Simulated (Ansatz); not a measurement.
**Cl2GeH2: reaction (reductive elimination)**

How high is the barrier for the reaction (reductive elimination)? Relax the two ends, then run a nudged elastic band between them. Meant to form: H2–H3; to break: Ge1–H2, Ge1–H3. The start is a guess near the saddle point, from which both ends are pulled out.

Method: RKS B3LYP/def2-SVP, in Ansatz 0.2.0.

1 further run of the same task is left out (it didn't finish).

### 1 The system as given

Bond lengths: Ge1–H2 1.750 Å, Ge1–H3 1.750 Å, Ge1–Cl4 2.218 Å, Ge1–Cl5 2.218 Å. Angles: H2–Ge1–H3 33.5°, H2–Ge1–Cl4 123.5°, H2–Ge1–Cl5 123.5°, H3–Ge1–Cl4 123.6°, H3–Ge1–Cl5 123.6°, Cl4–Ge1–Cl5 109.5°.

Coordinates:

```xyz
5

Ge    0.0000    0.0000    0.0000
H     1.0763    0.0000    1.3798
H     1.6596    0.0000    0.5553
Cl   -1.0456    1.8115   -0.7393
Cl   -1.0456   -1.8115   -0.7393
```

### 2 A restrained relaxation towards end A

Springs on the bonds that form and break draw the guess towards this end; the thresholds are loose.

Input file input.yaml:

```yaml
crystal:
  periodic: [false, false, false]
  atoms:
    - { symbol: Ge, position_ang: [0.0, 0.0, 0.0] }
    - { symbol: H, position_ang: [1.0763, 0.0, 1.3798] }
    - { symbol: H, position_ang: [1.6596, 0.0, 0.5553] }
    - { symbol: Cl, position_ang: [-1.0456, 1.8115, -0.7393] }
    - { symbol: Cl, position_ang: [-1.0456, -1.8115, -0.7393] }
basis:
  gaussian: { orbitals: def2-SVP }
hamiltonian:
  xc: b3lyp
relax:
  f_tol: 0.15
  max_steps: 25
  restrain:
    - { distance: [1, 2], at: 1.86, k: 30.0 }
    - { distance: [0, 1], at: 1.55, k: 30.0 }
    - { distance: [0, 2], at: 1.55, k: 30.0 }
```

Run with:

```bash
> ansatz run input.yaml --threads 2 --pin off --max-ram 3072MiB --backend cpu --events-out ev --progress --plain --runs-dir out
```

What it wrote:

```text
Warning: RAYON_NUM_THREADS=2 ignored (pool sized by the plan → 2); use --threads N
The last accepted step is kept in <dir> (removed where the run ends without a failure and the disk answers)
Engine: ansatz 0.2.0, x86_64-unknown-linux-gnu
Functional definition: B3LYP
  parameter a0 = 0.2
  parameter ax = 0.72
  parameter ac = 0.81
  exchange = (1 - a0 - ax)*slater_x + ax*b88_x + a0*exact_x
  correlation = (1 - ac)*vwn_rpa_c + ac*lyp_c
787 factors; integrals over basis functions are off by at most 2.7e-4 eV
mean field evaluation 1: about -81578.5737 eV, gradient 2.4e1 eV
mean field evaluation 2: about -81568.6949 eV, gradient 5.9e1 eV
mean field evaluation 4: about -81580.0916 eV, gradient 4.8e0 eV
mean field evaluation 8: about -81580.1616 eV, gradient 4.5e-2 eV
mean field evaluation 16: about -81580.1616 eV, gradient 7.8e-5 eV
mean field evaluation 32: about -81579.3757 eV, gradient 1.4e1 eV
mean field -81580.43639328 eV, -2998.0257402472 hartree, gradient 6.7e-6 eV, S^2 0.000000; 2 other end points of the search recorded, 0 dependent functions left out
the calculation of the forces begins
reference -81580.43661459 eV, -2998.0257483803 hartree; 34, 34 occupied and 44, 44 virtual orbitals, 787 factors
relax step   1: F+E_penalty+E_count = -81580.43639328 eV  Δ(F+E_penalty+E_count) = +0.000e0 eV  max|allowed force component| = 3.516e0 eV/Å  E_restraint = 12.03809692 eV  max|allowed force component, restraints' pulls added| = 2.624e1 eV/Å  Δτ_max = 0.0000 Å  (93 SCF iters, accepted)
  distance H 1 - H 2 = 1.0100 Å
  distance Ge 0 - H 1 = 1.7499 Å
  distance Ge 0 - H 2 = 1.7500 Å
these checks for a lower state are left out or cut short: starts, cluster_reference, orbital_swaps, neighbouring_geometries, increment
787 factors; integrals over basis functions are off by at most 6.0e-4 eV
mean field -81582.03655732 eV, -2998.0845451911 hartree, gradient 1.1e-5 eV, S^2 0.000000; 1 other end points of the search recorded, 0 dependent functions left out
the calculation of the forces begins
reference -81582.03677870 eV, -2998.0845533265 hartree; 34, 34 occupied and 44, 44 virtual orbitals, 787 factors
relax step   2: F+E_penalty+E_count = -81582.03655732 eV  Δ(F+E_penalty+E_count) = -1.600e0 eV  max|allowed force component| = 3.519e0 eV/Å  E_restraint = 3.92402557 eV  max|allowed force component, restraints' pulls added| = 1.598e1 eV/Å  Δτ_max = 0.1950 Å  (44 SCF iters, accepted)
  distance H 1 - H 2 = 1.3807 Å
  distance Ge 0 - H 1 = 1.6762 Å
  distance Ge 0 - H 2 = 1.6762 Å
these checks for a lower state are left out or cut short: starts, cluster_reference, orbital_swaps, neighbouring_geometries, increment
787 factors; integrals over basis functions are off by at most 7.9e-4 eV
mean field -81583.48640955 eV, -2998.1378262777 hartree, gradient 6.1e-6 eV, S^2 0.000000; 0 other end points of the search recorded, 0 dependent functions left out
the calculation of the forces begins
reference -81583.48663199 eV, -2998.1378344522 hartree; 34, 34 occupied and 44, 44 virtual orbitals, 787 factors
relax step   3: F+E_penalty+E_count = -81583.48640955 eV  Δ(F+E_penalty+E_count) = -1.450e0 eV  max|allowed force component| = 2.516e0 eV/Å  E_restraint = 0.32913025 eV  max|allowed force component, restraints' pulls added| = 5.584e0 eV/Å  Δτ_max = 0.1949 Å  (30 SCF iters, accepted)
  distance H 1 - H 2 = 1.7381 Å
  distance Ge 0 - H 1 = 1.6094 Å
  distance Ge 0 - H 2 = 1.6095 Å
these checks for a lower state are left out or cut short: starts, cluster_reference, orbital_swaps, neighbouring_geometries, increment
787 factors; integrals over basis functions are off by at most 1.0e-3 eV
mean field evaluation 64: about -81584.4080 eV, gradient 2.0e-4 eV
mean field -81584.40801434 eV, -2998.1716946289 hartree, gradient 2.6e-5 eV, S^2 0.000000; 0 other end points of the search recorded, 0 dependent functions left out
the calculation of the forces begins
reference -81584.40823516 eV, -2998.1717027442 hartree; 34, 34 occupied and 44, 44 virtual orbitals, 787 factors
relax step   4: F+E_penalty+E_count = -81584.40801434 eV  Δ(F+E_penalty+E_count) = -9.216e-1 eV  max|allowed force component| = 1.834e0 eV/Å  E_restraint = 0.06813081 eV  max|allowed force component, restraints' pulls added| = 4.342e-1 eV/Å  Δτ_max = 0.1630 Å  (28 SCF iters, accepted)
  distance H 1 - H 2 = 1.9246 Å
  distance Ge 0 - H 1 = 1.5365 Å
  distance Ge 0 - H 2 = 1.5365 Å
these checks for a lower state are left out or cut short: starts, cluster_reference, orbital_swaps, neighbouring_geometries, increment
787 factors; integrals over basis functions are off by at most 1.0e-3 eV
mean field -81584.49087501 eV, -2998.1747397026 hartree, gradient 8.8e-5 eV, S^2 0.000000; 0 other end points of the search recorded, 0 dependent functions left out
the calculation of the forces begins
reference -81584.49109503 eV, -2998.1747477882 hartree; 34, 34 occupied and 44, 44 virtual orbitals, 787 factors
relax step   5: F+E_penalty+E_count = -81584.49087501 eV  Δ(F+E_penalty+E_count) = -8.286e-2 eV  max|allowed force component| = 1.779e0 eV/Å  E_restraint = 0.10313482 eV  max|allowed force component, restraints' pulls added| = 1.383e-1 eV/Å  Δτ_max = 0.0465 Å  (25 SCF iters, accepted)
  distance H 1 - H 2 = 1.9340 Å
  distance Ge 0 - H 1 = 1.5236 Å
  distance Ge 0 - H 2 = 1.5236 Å
787 factors; integrals over basis functions are off by at most 1.0e-3 eV
mean field -81584.49087501 eV, -2998.1747397026 hartree, gradient 8.8e-5 eV, S^2 0.000000; 1 other end points of the search recorded, 0 dependent functions left out
the calculation of the forces begins
reference -81584.49109503 eV, -2998.1747477882 hartree; 34, 34 occupied and 44, 44 virtual orbitals, 787 factors
Total energy: -81584.49109503 eV, -2998.1747477882 hartree
Atom 0 at     0.153912    -0.000000     0.108923 Å, force     0.862687    -0.000000     0.610606 eV/Å
Atom 1 at     0.556759     0.000000     1.578266 Å, force    -1.516345     0.000000     1.047155 eV/Å
Atom 2 at     1.673514     0.000000    -0.000738 Å, force     0.482363     0.000000    -1.778722 eV/Å
Atom 3 at    -0.869742     1.755624    -0.614976 Å, force     0.085648    -0.061374     0.060481 eV/Å
Atom 4 at    -0.869742    -1.755624    -0.614976 Å, force     0.085648     0.061374     0.060481 eV/Å
Dipole moment:     0.172454     0.000000     0.121920 e Å
```

Wall time 8 s (2 threads of Intel Xeon Platinum 8488C (Sapphire Rapids), shared host); peak memory 0.17 GiB.

The steps of the relaxation:

| step | energy from step 1 (eV) | largest force component (eV/Å) |
| --- | --- | --- |
| 1 | 0.0000 | 3.5164 |
| 2 | -1.6002 | 3.5194 |
| 3 | -3.0500 | 2.5162 |
| 4 | -3.9716 | 1.8336 |
| 5 | -4.0545 | 1.7787 |

Step 1 is the start. Energies and forces in the table leave out the springs, which the log lists apart; the run stops on the force with the springs' pull added.

After: Bond lengths: Ge1–H2 1.524 Å, Ge1–H3 1.524 Å, Ge1–Cl4 2.157 Å, Ge1–Cl5 2.157 Å. Angles: H2–Ge1–H3 78.8°, H2–Ge1–Cl4 116.7°, H2–Ge1–Cl5 116.7°, H3–Ge1–Cl4 116.7°, H3–Ge1–Cl5 116.7°, Cl4–Ge1–Cl5 108.9°.

### 3 Relaxing end A

It starts where the restrained run ended.

Input file input.yaml:

```yaml
crystal:
  periodic: [false, false, false]
  atoms:
    - { symbol: Ge, position_ang: [0.153912, 0.0, 0.108923] }
    - { symbol: H, position_ang: [0.556759, 0.0, 1.578266] }
    - { symbol: H, position_ang: [1.673514, 0.0, -0.000738] }
    - { symbol: Cl, position_ang: [-0.869742, 1.755624, -0.614976] }
    - { symbol: Cl, position_ang: [-0.869742, -1.755624, -0.614976] }
basis:
  gaussian: { orbitals: def2-SVP }
hamiltonian:
  xc: b3lyp
relax:
  f_tol: 0.03
  max_steps: 50
output:
  orbitals: {}
```

Run with:

```bash
> ansatz run input.yaml --threads 2 --pin off --max-ram 3072MiB --backend cpu --events-out ev --progress --plain --runs-dir out
```

What it wrote (excerpt; [...] marks lines left out):

```text
Warning: RAYON_NUM_THREADS=2 ignored (pool sized by the plan → 2); use --threads N
[...]
Functional definition: B3LYP
[...]
788 factors; integrals over basis functions are off by at most 3.4e-4 eV
[...]
mean field -81584.49087838 eV, -2998.1747398265 hartree, gradient 5.0e-5 eV, S^2 0.000000; 0 other end points of the search recorded, 0 dependent functions left out
[...]
Atom 0 at     0.270970    -0.000000     0.191748 Å, force     0.003517     0.000000     0.002483 eV/Å
Atom 1 at     0.192502     0.000000     1.723635 Å, force    -0.000905     0.000000     0.003932 eV/Å
Atom 2 at     1.689186    -0.000000    -0.392633 Å, force     0.003407     0.000000    -0.002162 eV/Å
Atom 3 at    -0.753978     1.767955    -0.533126 Å, force    -0.003010    -0.015593    -0.002127 eV/Å
Atom 4 at    -0.753978    -1.767955    -0.533126 Å, force    -0.003010     0.015593    -0.002127 eV/Å
Dipole moment:     0.324647     0.000000     0.229600 e Å
```

Run time: 6.4 s. Hardware: 2 threads of Intel Xeon Platinum 8488C (Sapphire Rapids), shared host; peak memory 0.18 GiB.

Step by step:

| step | energy from step 1 (eV) | largest force component (eV/Å) |
| --- | --- | --- |
| 1 | 0.0000 | 1.7787 |
| 2 | -0.5693 | 0.7754 |
| 3 | -0.7503 | 0.5423 |
| 4 | -0.7670 | 0.1335 |
| 5 | -0.7680 | 0.0156 |

Step 1 is the start.

After: Bond lengths: Ge1–H2 1.534 Å, Ge1–H3 1.534 Å, Ge1–Cl4 2.168 Å, Ge1–Cl5 2.168 Å. Angles: H2–Ge1–H3 115.3°, H2–Ge1–Cl4 108.0°, H2–Ge1–Cl5 108.0°, H3–Ge1–Cl4 108.0°, H3–Ge1–Cl5 108.0°, Cl4–Ge1–Cl5 109.2°.

### 4 Pulling towards end B

Springs on the bonds that form and break draw the guess towards this end; the thresholds are loose.

Input file input.yaml:

```yaml
crystal:
  periodic: [false, false, false]
  atoms:
    - { symbol: Ge, position_ang: [0.0, 0.0, 0.0] }
    - { symbol: H, position_ang: [1.0763, 0.0, 1.3798] }
    - { symbol: H, position_ang: [1.6596, 0.0, 0.5553] }
    - { symbol: Cl, position_ang: [-1.0456, 1.8115, -0.7393] }
    - { symbol: Cl, position_ang: [-1.0456, -1.8115, -0.7393] }
basis:
  gaussian: { orbitals: def2-SVP }
hamiltonian:
  xc: b3lyp
relax:
  f_tol: 0.15
  max_steps: 25
  restrain:
    - { distance: [1, 2], at: 0.66, k: 30.0 }
    - { distance: [0, 1], at: 2.75, k: 30.0 }
    - { distance: [0, 2], at: 2.75, k: 30.0 }
```

Run with:

```bash
> ansatz run input.yaml --threads 2 --pin off --max-ram 3072MiB --backend cpu --events-out ev --progress --plain --runs-dir out
```

What it wrote (excerpt; [...] marks lines left out):

```text
Warning: RAYON_NUM_THREADS=2 ignored (pool sized by the plan → 2); use --threads N
[...]
Functional definition: B3LYP
[...]
787 factors; integrals over basis functions are off by at most 2.7e-4 eV
[...]
mean field -81580.43639328 eV, -2998.0257402472 hartree, gradient 6.7e-6 eV, S^2 0.000000; 2 other end points of the search recorded, 0 dependent functions left out
[...]
Atom 0 at    -0.297401    -0.000000    -0.213278 Å, force    -0.665846    -0.000000    -0.472871 eV/Å
Atom 1 at     1.730582    -0.000019     1.662592 Å, force    -0.694624    -0.000090     1.553849 eV/Å
Atom 2 at     2.144294     0.000019     1.078856 Å, force     1.235302     0.000090    -1.170037 eV/Å
Atom 3 at    -1.466385     1.708764    -1.035838 Å, force     0.062584    -0.029673     0.044530 eV/Å
Atom 4 at    -1.466390    -1.708764    -1.035832 Å, force     0.062584     0.029673     0.044530 eV/Å
Dipole moment:     0.450889     0.000000     0.317660 e Å
```

Wall time 11 s (2 threads of Intel Xeon Platinum 8488C (Sapphire Rapids), shared host); peak memory 0.2 GiB.

Relaxation path:

| step | energy from step 1 (eV) | largest force component (eV/Å) |
| --- | --- | --- |
| 1 | 0.0000 | 3.5164 |
| 2 | -1.2442 | 5.2291 |
| 3 | -2.2871 | 3.2979 |
| 4 | -3.0279 | 2.6540 |
| 5 | -3.8692 | 0.7720 |
| 6 | -4.0416 | 1.3624 |
| 7 | -4.0518 | 1.4673 |
| 8 | -4.0828 | 1.5538 |

Step 1 is the start. Energies and forces in the table leave out the springs, which the log lists apart; the run stops on the force with the springs' pull added.

After: Bond lengths: H2–H3 0.715 Å, Ge1–Cl4 2.228 Å, Ge1–Cl5 2.228 Å. Angles: Cl4–Ge1–Cl5 100.2°.

Pairs that crossed the distance rule for bonds on the way: came closer H2–H3; moved apart Ge1–H2, Ge1–H3.

### 5 End point B

It starts where the restrained run ended.

Input file input.yaml:

```yaml
crystal:
  periodic: [false, false, false]
  atoms:
    - { symbol: Ge, position_ang: [-0.297401, 0.0, -0.213278] }
    - { symbol: H, position_ang: [1.730582, -1.9e-05, 1.662592] }
    - { symbol: H, position_ang: [2.144294, 1.9e-05, 1.078856] }
    - { symbol: Cl, position_ang: [-1.466385, 1.708764, -1.035838] }
    - { symbol: Cl, position_ang: [-1.46639, -1.708764, -1.035832] }
basis:
  gaussian: { orbitals: def2-SVP }
hamiltonian:
  xc: b3lyp
relax:
  f_tol: 0.03
  max_steps: 50
output:
  orbitals: {}
```

Run with:

```bash
> ansatz run input.yaml --threads 2 --pin off --max-ram 3072MiB --backend cpu --events-out ev --progress --plain --runs-dir out
```

What it wrote (excerpt; [...] marks lines left out):

```text
Warning: RAYON_NUM_THREADS=2 ignored (pool sized by the plan → 2); use --threads N
[...]
Functional definition: B3LYP
[...]
779 factors; integrals over basis functions are off by at most 2.6e-4 eV
[...]
mean field -81584.51920309 eV, -2998.1757807403 hartree, gradient 3.7e-6 eV, S^2 0.000000; 0 other end points of the search recorded, 0 dependent functions left out
[...]
Atom 0 at    -0.826366    -0.000000    -0.588904 Å, force     0.000271    -0.000000     0.000136 eV/Å
Atom 1 at     2.492350    -0.000022     2.229630 Å, force     0.001741    -0.000000     0.000400 eV/Å
Atom 2 at     2.930129     0.000022     1.607495 Å, force     0.000882     0.000000     0.001475 eV/Å
Atom 3 at    -1.975704     1.709009    -1.395863 Å, force    -0.001447     0.001443    -0.001005 eV/Å
Atom 4 at    -1.975709    -1.709009    -1.395857 Å, force    -0.001447    -0.001443    -0.001005 eV/Å
Dipole moment:     0.345030    -0.000000     0.242298 e Å
```

It took 10 s on 2 threads of Intel Xeon Platinum 8488C (Sapphire Rapids), shared host; peak memory 0.19 GiB.

Relaxation path:

| step | energy from step 1 (eV) | largest force component (eV/Å) |
| --- | --- | --- |
| 1 | 0.0000 | 1.5539 |
| 2 | -0.1827 | 0.2326 |
| 3 | -0.2280 | 0.2392 |
| 4 | -0.2494 | 0.0610 |
| 5 | -0.2583 | 0.0234 |
| 6 | -0.2612 | 0.0542 |
| 7x | -0.2588 | 0.2438 |
| 8 | -0.2618 | 0.0075 |
| 9 | -0.2631 | 0.0086 |
| 10 | -0.2640 | 0.0017 |

Step 1 is the start. 1 step was tried and not accepted (marked x).

After: Bond lengths: Ge1–Cl4 2.212 Å, Ge1–Cl5 2.212 Å. Angles: Cl4–Ge1–Cl5 101.2°.

### 6 The band

crystal.atoms is end A as relaxed above, and neb.final_atoms is end B, turned to lie on A. With 5 inner images the band has 7 in all. The start path is listed, through a guess of the saddle.

Input file input.yaml:

```yaml
crystal:
  periodic: [false, false, false]
  atoms:
    - { symbol: Ge, position_ang: [0.27097, 0.0, 0.191748] }
    - { symbol: H, position_ang: [0.192502, 0.0, 1.723635] }
    - { symbol: H, position_ang: [1.689186, 0.0, -0.392633] }
    - { symbol: Cl, position_ang: [-0.753978, 1.767955, -0.533126] }
    - { symbol: Cl, position_ang: [-0.753978, -1.767955, -0.533126] }
basis:
  gaussian: { orbitals: def2-SVP }
hamiltonian:
  xc: b3lyp
neb:
  order_check: false
  images: 5
  f_tol: 0.05
  max_iterations: 60
  final_atoms:
    - { symbol: Ge, position_ang: [-0.8261667, -1.0e-07, -0.58918386] }
    - { symbol: H, position_ang: [2.49172515, -1.945e-05, 2.23032026] }
    - { symbol: H, position_ang: [2.92968601, 1.986e-05, 1.60831328] }
    - { symbol: Cl, position_ang: [-1.97526274, 1.70900884, -1.39648749] }
    - { symbol: Cl, position_ang: [-1.97527972, -1.70900916, -1.39646419] }
  initial_path:
    images:
      - { positions_ang: [[0.27097, 0.0, 0.191748], [0.192502, 0.0, 1.723635], [1.689186, 0.0, -0.392633], [-0.753978, 1.767955, -0.533126], [-0.753978, -1.767955, -0.533126]] }
      - { positions_ang: [[0.18064662, 0.0, 0.12783212], [0.48710396, 0.0, 1.60902137], [1.67932503, 0.0, -0.07665842], [-0.8511868, 1.78247, -0.60184853], [-0.8511868, -1.78247, -0.60184853]] }
      - { positions_ang: [[0.09032325, 0.0, 0.06391623], [0.78170591, 0.0, 1.49440774], [1.66946406, 0.0, 0.23931615], [-0.94839561, 1.796985, -0.67057106], [-0.94839561, -1.796985, -0.67057106]] }
      - { positions_ang: [[-1.3e-07, 0.0, 3.5e-07], [1.07630787, 0.0, 1.37979411], [1.65960309, 0.0, 0.55529073], [-1.04560441, 1.8115, -0.73929359], [-1.04560441, -1.8115, -0.73929359]] }
      - { positions_ang: [[-0.27538899, -3.0e-08, -0.19639439], [1.54811363, -6.48e-06, 1.66330283], [2.08296406, 6.62e-06, 0.90629824], [-1.35549052, 1.77733628, -0.95835822], [-1.35549618, -1.77733639, -0.95835046]] }
      - { positions_ang: [[-0.55077784, -6.0e-08, -0.39278912], [2.01991939, -1.297e-05, 1.94681155], [2.50632504, 1.324e-05, 1.25730576], [-1.66537663, 1.74317256, -1.17742286], [-1.66538795, -1.74317277, -1.17740733]] }
      - { positions_ang: [[-0.8261667, -1.0e-07, -0.58918386], [2.49172515, -1.945e-05, 2.23032026], [2.92968601, 1.986e-05, 1.60831328], [-1.97526274, 1.70900884, -1.39648749], [-1.97527972, -1.70900916, -1.39646419]] }
```

Run with:

```bash
> ansatz run input.yaml --threads 2 --pin off --max-ram 3072MiB --backend cpu --events-out ev --progress --plain --runs-dir out
```

What it wrote (excerpt; [...] marks lines left out):

```text
Warning: RAYON_NUM_THREADS=2 ignored (pool sized by the plan → 2); use --threads N
[...]
Functional definition: B3LYP
[...]
791 factors; integrals over basis functions are off by at most 2.1e-4 eV
[...]
mean field -81585.25892293 eV, -2998.2029649428 hartree, gradient 2.3e-5 eV, S^2 0.000000; 0 other end points of the search recorded, 0 dependent functions left out
[...]
Atom 1 at     0.591853    -0.001634     1.310053 Å, force     0.000430     0.000071    -0.000062 eV/Å
Atom 2 at     1.601906     0.007909     0.396951 Å, force    -0.001561    -0.000146    -0.000509 eV/Å
Atom 3 at    -0.939716     1.784790    -0.395501 Å, force     0.000765    -0.001313    -0.000079 eV/Å
Atom 4 at    -0.917865    -1.794045    -0.408475 Å, force    -0.000594    -0.000776    -0.000026 eV/Å
Dipole moment:     0.377595     0.002181    -0.013248 e Å
this run last wrote the band of iteration 25 to <dir>
```

Run time: 2.2 min. Hardware: 2 threads of Intel Xeon Platinum 8488C (Sapphire Rapids), shared host; peak memory 0.2 GiB.

### 7 Images and barrier

The 5 inner images lie between the fixed ends 0 and 6. Energy is taken from image 0, and the path length is the program's own coordinate along the band.

| image | path (Å) | energy (eV) | H2–H3 (Å) | Ge1–H2 (Å) | Ge1–H3 (Å) | band force (eV/Å) |
| --- | --- | --- | --- | --- | --- | --- |
| 0 | 0.000 | 0.0000 | 2.59 | 1.53 | 1.53 | - |
| 1 | 0.629 | 0.9158 | 1.98 | 1.52 | 1.51 | 0.001 |
| 2* | 1.258 | 2.8554 | 1.36 | 1.78 | 1.54 | 0.002 |
| 3 | 2.589 | 0.4783 | 0.76 | 2.98 | 2.91 | 0.039 |
| 4 | 3.920 | 0.4698 | 0.76 | 4.12 | 4.26 | 0.020 |
| 5 | 5.251 | 0.4761 | 0.76 | 4.48 | 3.89 | 0.044 |
| 6 | 6.581 | 0.4757 | 0.76 | 4.35 | 4.35 | - |

The star marks the climbing image.

image, energy (eV) and a bar:
```
        0      0.000 
        1      0.916 ##########
        2      2.855 ##############################
        3      0.478 #####
        4      0.470 #####
        5      0.476 #####
        6      0.476 #####
```

The top of the band by iteration:

| iteration | highest image above image 0 (eV) | largest band force (eV/Å) |
| --- | --- | --- |
| 1 | 4.8225 | 3.185 |
| 3 | 2.8729 | 1.769 |
| 5 | 3.6385 | 2.089 |
| 7 | 3.7655 | 1.239 |
| 9 | 3.6797 | 3.724 |
| 11 | 3.3162 | 4.106 |
| 13 | 3.8695 | 4.057 |
| 15 | 2.7013 | 3.576 |
| 17 | 2.1869 | 3.137 |
| 19 | 2.8124 | 1.399 |
| 21 | 2.8557 | 0.131 |
| 23 | 2.8555 | 0.178 |
| 25 | 2.8554 | 0.044 |

Positions of all images (Å):

```xyz
5
image=0 dE=0.0000
Ge    0.271    0.000    0.192
H     0.193    0.000    1.724
H     1.689    0.000   -0.393
Cl   -0.754    1.768   -0.533
Cl   -0.754   -1.768   -0.533
5
image=1 dE=0.9158
Ge    0.256    0.000   -0.053
H     0.383    0.001    1.465
H     1.764    0.007    0.051
Cl   -0.887    1.778   -0.503
Cl   -0.872   -1.786   -0.503
5
image=2 dE=2.8554
Ge    0.309    0.003   -0.447
H     0.592   -0.002    1.310
H     1.602    0.008    0.397
Cl   -0.940    1.785   -0.396
Cl   -0.918   -1.794   -0.408
5
image=3 dE=0.4783
Ge    0.004    0.005   -1.190
H     1.219   -0.058    1.527
H     1.825    0.044    1.075
Cl   -1.213    1.722   -0.497
Cl   -1.190   -1.713   -0.458
5
image=4 dE=0.4698
Ge   -0.438   -0.024   -1.577
H     1.762   -0.049    1.910
H     2.432    0.079    1.573
Cl   -1.533    1.707   -0.738
Cl   -1.578   -1.713   -0.712
5
image=5 dE=0.4761
Ge   -0.437   -0.024   -1.195
H     2.737    0.096    1.958
H     2.030   -0.143    1.814
Cl   -1.777    1.735   -1.140
Cl   -1.907   -1.664   -0.981
5
image=6 dE=0.4757
Ge   -0.826    0.000   -0.589
H     2.492    0.000    2.230
H     2.930    0.000    1.608
Cl   -1.975    1.709   -1.396
Cl   -1.975   -1.709   -1.396
```

[end of part 1 of 2]
